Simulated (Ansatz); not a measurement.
# CH6O2SSi: the cost of one run

Computed with the Python package of Ansatz 0.2.0. The levels of theory stand in the script.

## 1. The system

Bond lengths: O1–C2 1.402 Å, C2–S3 1.782 Å, C2–O4 1.450 Å, O4–Si5 1.620 Å, O1–H6 1.041 Å, C2–H7 1.094 Å, S3–H8 1.327 Å, Si5–H9 1.425 Å, Si5–H10 1.492 Å, Si5–H11 1.498 Å. Angles (14 of 15 angles, heavy atoms first): O1–C2–S3 105.6°, O1–C2–O4 109.5°, S3–C2–O4 109.7°, C2–O4–Si5 119.8°, O1–C2–H7 111.4°, S3–C2–H7 107.6°, O4–C2–H7 112.8°, C2–O1–H6 101.6°, C2–S3–H8 96.5°, O4–Si5–H9 110.9°, O4–Si5–H10 109.7°, O4–Si5–H11 107.4°, H9–Si5–H10 111.0°, H9–Si5–H11 110.8°.

No structure file is read: the coordinates are typed or built in the script.

## 2. Script

The input, methods.py:

```python
from dataclasses import dataclass
from pathlib import Path

import ansatz as az
from ase import Atoms
import numpy as np


@dataclass
class Options:
    basis: str = 'cc-pVDZ'


settings = Options()

atoms = Atoms(['O', 'C', 'S', 'O', 'Si', 'H', 'H', 'H', 'H', 'H', 'H'], positions=[
    (-1.5581, -1.3464, 0.5254),
    (-0.49, -0.4457, 0.6455),
    (0.622, -1.1747, 1.8318),
    (0.1786, -0.3152, -0.6342),
    (0.7725, 1.1218, -1.0879),
    (-2.2433, -0.7865, -0.0222),
    (-0.8224, 0.5153, 1.0495),
    (0.7537, -2.3422, 1.2149),
    (1.2761, 1.0666, -2.4201),
    (-0.2839, 2.167, -0.959),
    (1.8603, 1.483, -0.1231),
])
molecule = az.Crystal.molecule_from_ase(atoms)

base = molecule.calculation().basis(gaussian=settings.basis)

print('functional    E (Ha)        dipole (D)   HOMO (eV)  LUMO (eV)')
for name in ['r2scan0', 'hse06', 'lc_wpbe', 'pbe', 'blyp', 'cam_b3lyp']:
    data = base.functional(name).forces().orbitals().run(threads=1, runs_dir='runs').report
    lines = Path(data['orbitals_path']).read_text().splitlines()
    field_of = lambda key: [line.split('=')[1].strip() for line in lines if line.startswith(key)]
    orbitals = [(27.211386 * float(e), s, float(n)) for e, s, n in zip(field_of('Ene='), field_of('Spin='), field_of('Occup='))]
    homo = max(e for e, _, n in orbitals if n > 0.5)
    lumo = min(e for e, _, n in orbitals if n < 0.5)
    dipole = 4.803205 * np.linalg.norm(data['charge_distribution']['dipole_moment_e_ang'])
    print(f'{name:10s} {data["free_energy_ev"] / 27.211386246:14.6f} {dipole:9.3f} {homo:11.3f} {lumo:10.3f}')
```

## 3. Running it

Run with:

```sh
> python methods.py
```

**Question.** How long does this script take on 1 thread of Arm Neoverse V1, shared host, and how much memory does it need?

About 38 s, with a peak of 0.36 GiB.
